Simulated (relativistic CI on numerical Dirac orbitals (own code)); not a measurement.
# Mg VIII (Mg⁷⁺): levels and lines

The task is the spectrum of Mg⁷⁺: levels, purity of their labels, lifetimes and lines; runs with one setting changed show what the result hangs on.

The numbers are computed with relativistic CI on numerical Dirac orbitals (own code) version 2 (Dirac-Coulomb-Breit CI, KLI orbitals optimised for each configuration, model QED (radiative potential, 1s self-energy scaled to tabulated hydrogen-like ionisation energies)), except any that are marked as measured or tabulated.

## 1. The atom as given

| Property | Result |
| --- | --- |
| ion | Mg⁷⁺ (Mg VIII) |
| nuclear charge | 12 |
| electrons | 5 |
| isotope | A = 24 |
| first configuration typed | [He] 2s2 2p |

The outer shells:

first configuration typed
```
[He] core
2s [↑↓]
2p [↑ ][  ][  ]
```

## 2. Base run

Settings, as recorded:

```ini
atom Mg  Z=12  charge=7  electrons=5
nucleus A=24  rms_radius_fm=3.0570
hamiltonian dirac-coulomb  breit=on  qed=on  c_scale=1
orbitals kli  potential=per-configuration
slater_scale 1
correlation none
mixing on
configurations
  [He] 2s2 2p
  [He] 2s 2p2
  [He] 2p3
  [He] 2s2 3s
  [He] 2p2 3s
  [He] 2s2 3p
  [He] 2p2 3p
  [He] 2p2 3d
  [He] 2s2 3d
  [He] 2s 2p 3s
  [He] 2s 2p 3p
  [He] 2s 2p 3d
  [He] 2s2 4s
  [He] 2s2 4p
  [He] 2s2 4d
  [He] 2s2 4f
end
```

## 3. Slater integrals scaled by 0.9

Changes to the settings of step 2:

```diff
@@ -4,3 +4,3 @@
 orbitals kli  potential=per-configuration
-slater_scale 1
+slater_scale 0.9
 correlation none
```

## 4. Without QED terms

Changes to the settings of step 3:

```diff
@@ -2,5 +2,5 @@
 nucleus A=24  rms_radius_fm=3.0570
-hamiltonian dirac-coulomb  breit=on  qed=on  c_scale=1
+hamiltonian dirac-coulomb  breit=on  qed=off  c_scale=1
 orbitals kli  potential=per-configuration
-slater_scale 0.9
+slater_scale 1
 correlation none
```

## 5. One common potential

Changes to the settings of step 4:

```diff
@@ -2,4 +2,4 @@
 nucleus A=24  rms_radius_fm=3.0570
-hamiltonian dirac-coulomb  breit=on  qed=off  c_scale=1
-orbitals kli  potential=per-configuration
+hamiltonian dirac-coulomb  breit=on  qed=on  c_scale=1
+orbitals kli  potential=mean
 slater_scale 1
```

(Steps that only read results are left out.)

Q: Predict the outcome of this session. Wanted: lowest level; first excitation; lowest level of the other parity; fastest E1 line; ionisation energy.

The runs gave:

| run | time | mean size of shift, levels followed (cm⁻¹) | lowest level | ionisation energy (eV) |
| --- | --- | --- | --- | --- |
| main run | 0.52 s | 0 | 2p 2P°1/2 | 266.10 |
| Slater integrals scaled by 0.9 | 0.51 s | 6327 | 2p 2P°1/2 | 266.10 |
| without QED terms | 0.39 s | 227 | 2p 2P°1/2 | 266.09 |
| one common potential | 0.33 s | 125 | 2p 2P°1/2 | - |

The semi-empirical ionisation energy (NIST) is 265.924 eV.

| quantity | value |
| --- | --- |
| lowest level | 2p 2P°1/2 |
| first excitation | 2p 2P°3/2, 3267.8 cm⁻¹ |
| lowest level of the other parity | 2s 2p2 4P1/2, 126093 cm⁻¹ |
| levels in the model | 132 |
| fastest E1 line (by rate) to the lowest level | 7.507 nm, from 3d 2D3/2 |
| ionisation energy | 266.10 eV |
| ionisation energy, semi-empirical (NIST) | 265.924 eV |

In words: The lowest level is 2p 2P°1/2, 96 % pure in LS and 96 % in jj coupling; over the low levels the means are 99 and 71 %, so LS coupling describes them better. Against the semi-empirical ionisation energy the result lies 0.064 % high. The largest mover is «Slater integrals scaled by 0.9» (6327 cm⁻¹ on average). Lifetimes count radiative decay inside the model alone.
